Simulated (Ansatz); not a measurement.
# GaO3: the cost of one run

Program: Ansatz 0.2.0. Level of theory: DFT PBE, scalar-relativistic, plane waves, PAW. These are calculated values, not measurements.

## Step 1: Starting point

It takes space group Fm-3m (No. 225, cubic). Conventional cell: a = 6.248 Å, b = 6.248 Å, c = 6.248 Å, α = 90.00°, β = 90.00°, γ = 90.00°. Ga (site symmetry m-3m) has 8 O at 2.71 Å in its first shell of neighbours. O (site symmetry -43m) has 4 Ga at 2.71 Å and 4 O at 2.71 Å in its first shell of neighbours. Around O (site symmetry m-3m) lie 8 O at 2.71 Å.

Coordinates:

```
Ga O
1.0
     0.00000    3.12415    3.12415
     3.12415    0.00000    3.12415
     3.12415    3.12415    0.00000
Ga O
1 3
Direct
  0.00000 0.00000 0.00000
  0.25000 0.25000 0.25000
  0.75000 0.75000 0.75000
  0.50000 0.50000 0.50000
```

A structure generator made this guess: species swapped into a database cell of Rb3Na (Fm-3m, No. 225), with O on the Rb sites and Ga on the Na sites. Its size is a rough estimate.

## Step 2: A first look at the guess

Contents of input.yaml:

```yaml
crystal:
  lattice:
    - [0.0, 3.12414622, 3.12414622]
    - [3.12414622, 0.0, 3.12414622]
    - [3.12414622, 3.12414622, 0.0]
  atoms:
    - { symbol: Ga, position: [0.0, 0.0, 0.0] }
    - { symbol: O, position: [0.25, 0.25, 0.25] }
    - { symbol: O, position: [0.75, 0.75, 0.75] }
    - { symbol: O, position: [0.5, 0.5, 0.5] }
basis:
  ecutwfc: 420
kpoints:
  mp_grid: { grid: [6, 6, 6] }
hamiltonian:
  xc: pbe
scf:
  occupations: { method: gaussian, width: 0.1 }
  lower_state_search: "off"
output:
  forces: true
  stress: true
  eigenvalues: true
```

Command:

```console
$ ansatz run input.yaml --threads 1 --pin off --max-ram 2560MiB --backend cpu --events-out ev --progress --plain --runs-dir out
```

Q: Estimate wall time and peak memory on 1 thread of Intel Xeon at 2.50GHz (Skylake/Cascade Lake), shared host.

About 2.5 s, with a peak of 0.33 GiB.
